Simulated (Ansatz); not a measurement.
Runs of Ansatz 0.2.0 on NiMoIrPdW. Symmetry: P3m1, No. 156, trigonal system. Conventional cell: a = 4.147 Å, b = 4.147 Å, c = 5.416 Å, α = 90.00°, β = 90.00°, γ = 120.00°. Around Ni (site symmetry 3m) lie 3 W at 2.40 Å and 3 Ir at 2.71 Å. Mo (site symmetry 3m) is surrounded by 1 W at 2.49 Å and 3 Ir at 2.64 Å and 3 Pd at 2.85 Å. Pd (site symmetry 3m) has 2 Ir at 2.65 to 2.76 Å and 3 W at 2.76 Å and 3 Ni at 2.82 Å and 3 Mo at 2.85 Å as nearest neighbours. Ir (site symmetry 3m) has 3 Mo at 2.64 Å and 2 Pd at 2.65 to 2.76 Å and 3 Ni at 2.71 Å and 3 W at 2.77 Å as nearest neighbours. W (site symmetry 3m) has 3 Ni at 2.40 Å and 1 Mo at 2.49 Å as nearest neighbours. The cell was built by a generator and needn't be a form met in nature.

```tsv
task	level	spin	cell	k mesh	target pressure (GPa)	points for each segment of the path	gap on the mesh (eV)	pressure (GPa)	moment (μB)	relaxed volume (Å³/atom)	largest force (eV/Å)
relaxation of cell and atoms	PBEsol+D3(BJ)	collinear, ferromagnetic start	relaxed	5 × 5 × 4	-	-	none	0.0	0.00	(b)	-
relaxation of cell and atoms	PBE	collinear, ferromagnetic start	relaxed to 20 GPa	5 × 5 × 4	20	-	none	20.0	0.00	-	-
band structure	PBE	non-collinear, ferromagnetic start, SOC	as given	5 × 5 × 4	-	14	none	0.1	0.00	-	0.03
band structure	LDA	collinear, ferromagnetic start	as given	7 × 7 × 5	-	14	none	-12.8	0.00	-	0.17
relaxation of cell and atoms	PBE+D3(BJ)-ATM	collinear, ferromagnetic start	relaxed	5 × 5 × 4	-	-	none	0.0	0.00	(a)	-
relaxation of cell and atoms	LDA	collinear, ferromagnetic start	relaxed	5 × 5 × 4	-	-	none	0.0	0.00	15.24	0.01
relaxation of cell and atoms	PBE	collinear, ferromagnetic start	relaxed to 10 GPa	5 × 5 × 4	10	-	none	10.0	0.00	-	0.01
```

Alike in all rows: potentials or basis Ansatz PAW; cutoff (eV) 420; smearing fermi-dirac 0.05 eV.

Q: Estimate the missing entries.

A: (a) 15.80; (b) 15.16.

Caveats: the starting moments weren't kept; the plane-wave basis is chosen anew once the cell has moved, so the energies of steps on either side of that aren't comparable (some runs); the PAW data sets come from PBE, with cores solved anew for the run's functional, which leaves a small shift of forces and pressure (some runs); pairwise dispersion overbinds metals, which lowers pressure and volume (some runs); the thresholds are loose for stress (some runs); spin-orbit coupling is left out, which moves the levels of the heavy elements (some runs).

A k mesh can miss the band edges, and rows without SOC leave out spin-orbit coupling on Ir, Mo, Pd, W.

A gap of «none» marks a metal or a gap under the smearing width.
